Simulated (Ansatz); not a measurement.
# GdO in Ansatz: the effect of functional

Crystal: GdO.

```
Gd O
1.0
     0.00000    2.75295    2.75295
     2.75295    0.00000    2.75295
     2.75295    2.75295    0.00000
Gd O
1 1
Direct
  0.00000 0.00000 0.00000
  0.75000 0.75000 0.75000
```

The cell isn't the ideal one: volume scaled by 1.06.

Alike in all runs:

```yaml
Program: Ansatz 0.2.0
Task: single point
Potentials_or_basis: Ansatz PAW
k_mesh: 9 × 9 × 9
Occupations: fermi-dirac, width 0.05 eV
Spin: collinear spin, ferromagnetic start
Starting_moments: "[7.0, 0.0] μB"
```

Question: One run gave: pressure -11.5 GPa; moment 7.11 μB. Which functional did it use?
A. LDA
B. r2SCAN
C. PBEsol

Answer: A.

```csv
functional,cutoff,pressure (GPa),moment (μB)
LDA,420 eV (not typed: the program's choice for these potentials),-11.5,7.11
PBEsol,420 eV (not typed: the program's choice for these potentials),-8.8,7.49
r2SCAN,500 eV (not typed: the program's choice for these potentials),-7.4,7.94
```

Caveats: a cell with one magnetic atom can't hold antiferromagnetic order, which such compounds often take; the PAW data sets come from PBE, with cores solved anew for the run's functional, which leaves a small shift of forces and pressure; the magnetic or orbital state may not be the lowest (some runs).

Runs at the PBE level aren't shown here.
